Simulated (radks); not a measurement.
# Numerical settings for C⁺

How sensitive is the result for the carbon ion C+ to mesh, mixing and thresholds? A default run comes first. The defaults are a mesh step of 0.008 in ln r, a mesh end at 40 bohr or more, Anderson mixing 0.5 over 9 steps and a tight residual threshold, with the energy settled to 1e-9 hartree as well; every run has a cap on iterations.

Program: radks (a radial shooting solver on a logarithmic mesh, Libxc functionals) version 1. Level of theory: Dirac Kohn-Sham, LDA (Slater exchange, Perdew-Wang correlation), spin-unpolarised, spherical densities, point nucleus; open shells fill j = l - 1/2 first. These are calculated values, not measurements, unless marked.

## Step 1: What is computed

```
element       : carbon (Z = 6)
charge        : +1
electrons     : 5
configuration : [He] 2s2 2p1
```

## Step 2: Default settings

Input:

```text
Z 6
configuration [He] 2s2 2p1
relativity Dirac
functional lda,pw
spin unpolarised
j_filling energy
nucleus point
c 137.035999084
max_iterations 50
```

The run is started by

```bash
$ python run_ks.py task.json out
```

The same process makes all the runs of this session.

## Step 3: Mesh step in ln r 0.005

Input: that of step 2 with these lines changed.

```diff
@@ -8,2 +8,3 @@
 c 137.035999084
+mesh_step 0.005
 max_iterations 50
```

## Step 4: Mesh step in ln r 0.03

Input: that of step 3 with these lines changed.

```diff
@@ -8,3 +8,3 @@
 c 137.035999084
-mesh_step 0.005
+mesh_step 0.03
 max_iterations 50
```

## Step 5: Mesh step in ln r 0.012

Input: that of step 4 with these lines changed.

```diff
@@ -8,3 +8,3 @@
 c 137.035999084
-mesh_step 0.03
+mesh_step 0.012
 max_iterations 50
```

## Step 6: Mesh end (bohr) 8

Input: that of step 5 with these lines changed.

```diff
@@ -8,3 +8,3 @@
 c 137.035999084
-mesh_step 0.012
+mesh_end 8
 max_iterations 50
```

## Step 7: Mesh end (bohr) 1

Input: that of step 6 with these lines changed.

```diff
@@ -8,3 +8,3 @@
 c 137.035999084
-mesh_end 8
+mesh_end 1
 max_iterations 50
```

## Step 8: Residual threshold 0.1

Input: that of step 7 with these lines changed.

```diff
@@ -8,3 +8,3 @@
 c 137.035999084
-mesh_end 1
+threshold 0.1
 max_iterations 50
```

## Step 9: Residual threshold 1e-05

Input: that of step 8 with these lines changed.

```diff
@@ -8,3 +8,3 @@
 c 137.035999084
-threshold 0.1
+threshold 1e-05
 max_iterations 50
```

## Step 10: Mixing 2.5

Input: that of step 9 with these lines changed.

```diff
@@ -8,3 +8,3 @@
 c 137.035999084
-threshold 1e-05
+mixing 2.5
 max_iterations 50
```

## Step 11: Mixing history 1, mixing 0.5

Input: that of step 10 with these lines changed.

```diff
@@ -8,3 +8,4 @@
 c 137.035999084
-mixing 2.5
+history 1
+mixing 0.5
 max_iterations 50
```

## Step 12: Mixing history 1, mixing 0.2

Input: that of step 11 with these lines changed.

```diff
@@ -9,3 +9,3 @@
 history 1
-mixing 0.5
+mixing 0.2
 max_iterations 50
```

## Step 13: Mixing history 2

Input: that of step 12 with these lines changed.

```diff
@@ -8,4 +8,3 @@
 c 137.035999084
-history 1
-mixing 0.2
+history 2
 max_iterations 50
```

## Step 14: Iteration cap 2

Input: that of step 13 with these lines changed.

```diff
@@ -8,3 +8,2 @@
 c 137.035999084
-history 2
-max_iterations 50
+max_iterations 2
```

What does the calculation give? Wanted: for each run, setting; iterations; converged; change of E.

The runs gave:

| setting | mesh points | iterations | converged | change of E (mhartree) | time |
| --- | --- | --- | --- | --- | --- |
| Default settings | 2476 | 13 | yes | 0 | 0.04 s |
| mesh step in ln r 0.005 | 3962 | 13 | yes | 0 | 0.06 s |
| mesh step in ln r 0.03 | 661 | 13 | yes | 0 | 0.02 s |
| mesh step in ln r 0.012 | 1651 | 13 | yes | 0 | 0.03 s |
| mesh end (bohr) 8 | 2275 | 13 | yes | +0.006222 | 0.04 s |
| mesh end (bohr) 1 | 2015 | 13 | no | - | 0.03 s |
| residual threshold 0.1 | 2476 | 8 | yes | 0 | 0.03 s |
| residual threshold 1e-05 | 2476 | 8 | yes | 0 | 0.03 s |
| mixing 2.5 | 2476 | 13 | yes | 0 | 0.04 s |
| mixing history 1, mixing 0.5 | 2476 | 29 | yes | 0 | 0.07 s |
| mixing history 1, mixing 0.2 | 2476 | 50 | no | - | 0.11 s |
| mixing history 2 | 2476 | 20 | yes | 0 | 0.05 s |
| iteration cap 2 | 2476 | 2 | no | - | 0.01 s |

What this shows: A zero stands for a change under the printed digits. No run that converges misses the default energy by more than 1 mhartree. Not converged or rejected: mesh end (bohr) 1; mixing history 1, mixing 0.2; iteration cap 2. A mesh that ends early acts as a hard wall.
